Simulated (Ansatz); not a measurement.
Geometry optimisation, DFT PBEsol, scalar-relativistic, plane waves, PAW (Ansatz 0.2.0).

Input:

```yaml
crystal:
  lattice:
    - [5.629794, 0.0, 0.0]
    - [-2.814897, 4.875545, 0.0]
    - [0.0, 0.0, 18.401213]
  atoms:
    - { symbol: Ce, position: [0.0, 0.0, 0.0543442] }
    - { symbol: Si, position: [0.3333333, 0.6666667, 0.0543442] }
    - { symbol: Si, position: [0.6666667, 0.3333333, 0.0543442] }
    - { symbol: Ru, position: [0.0, 0.5, 0.1521859] }
    - { symbol: Ru, position: [0.5, 0.5, 0.1521859] }
    - { symbol: Ru, position: [0.5, 0.0, 0.1521859] }
    - { symbol: Ce, position: [0.0, 0.0, 0.2500275] }
    - { symbol: Si, position: [0.3333333, 0.6666667, 0.2500275] }
    - { symbol: Si, position: [0.6666667, 0.3333333, 0.2500275] }
    - { symbol: Ru, position: [0.0, 0.5, 0.3478691] }
    - { symbol: Ru, position: [0.5, 0.5, 0.3478691] }
    - { symbol: Ru, position: [0.5, 0.0, 0.3478691] }
    - { symbol: C, position: [0.0024736, 0.6427353, 0.5168797] }
    - { symbol: H, position: [-0.0721411, 0.434264, 0.4973158] }
    - { symbol: H, position: [0.2109221, 0.7775372, 0.4973158] }
    - { symbol: H, position: [-0.1306358, 0.7184286, 0.4973158] }
    - { symbol: H, position: [0.0024736, 0.6427353, 0.5761149] }
basis:
  ecutwfc: 420.0
kpoints:
  mp_grid: { grid: [5, 5, 1] }
hamiltonian:
  xc: pbesol
scf:
  occupations: { method: gaussian, width: 0.15 }
  lower_state_search: "off"
relax:
  f_tol: 0.03
  max_steps: 60
  adjacent_minimum: "off"
  constraints: [{ sites: [0, 1, 2] }]
```

Run as:

```bash
$ ansatz run input.yaml --threads 4 --pin off --max-ram 10240MiB --backend cpu --events-out ev --progress --plain --runs-dir out
```

Where does it end, and by what steps?

The run converged. The force dipped under the threshold on the way, but the program's further checks kept it going. Limits of this set-up: coarse k mesh, thin slab, slab without dipole correction, magnetic elements without spin, no dispersion correction for a molecule that may bind weakly. After 30 steps the energy has fallen by 0.918 eV; H17 moved furthest, 1.74 Å. Joined: Ru10–C13 (3.21 → 2.47 Å), Ru10–H14 (2.78 → 2.04 Å), Ru10–H15 (3.09 → 2.12 Å).

| step | energy less start (eV) | largest force component (eV/Å) | accepted |
| --- | --- | --- | --- |
| 0 | 0.0000 | 1.295 | yes |
| 2 | -0.5894 | 0.197 | yes |
| 4 | -0.6185 | 0.233 | yes |
| 6 | -0.6616 | 0.247 | yes |
| 8 | -0.7165 | 0.594 | yes |
| 10 | -0.8001 | 0.456 | yes |
| 12 | -0.8709 | 0.434 | yes |
| 14 | -0.9016 | 0.193 | yes |
| 16 | -0.9069 | 0.070 | yes |
| 18 | -0.9105 | 0.048 | yes |
| 20 | -0.9105 | 0.122 | no |
| 22 | -0.9132 | 0.053 | yes |
| 24 | -0.9137 | 0.044 | yes |
| 26 | -0.9155 | 0.113 | yes |
| 28 | -0.9169 | 0.015 | yes |
| 30 | -0.9175 | 0.025 | yes |

```xyz
17
Lattice="5.6298 0.0000 0.0000 -2.8149 4.8755 0.0000 0.0000 0.0000 18.4012" Properties=species:S:1:pos:R:3
Ce 0.000 0.000 1.000
Si 0.000 3.250 1.000
Si 2.815 1.625 1.000
Ru -1.514 2.624 2.747
Ru 1.301 2.245 2.698
Ru 3.037 -0.003 2.694
Ce -0.015 0.028 4.701
Si 0.019 3.257 4.469
Si 2.805 1.607 4.469
Ru -1.567 2.714 6.077
Ru 1.250 2.140 6.066
Ru 3.152 -0.012 6.072
C -1.647 2.859 8.538
H -1.198 1.999 7.955
H -2.067 3.680 7.896
H -2.468 2.453 9.144
H -0.847 3.292 9.154
```

Whether the end is a true minimum wasn't checked by a vibrational analysis.

Time of the run: 6.4 min on 4 threads of Intel(R) Xeon(R) Platinum 8259CL CPU @ 2.50GHz (Skylake/Cascade Lake), with other jobs on the host, peak memory 1.6 GiB.
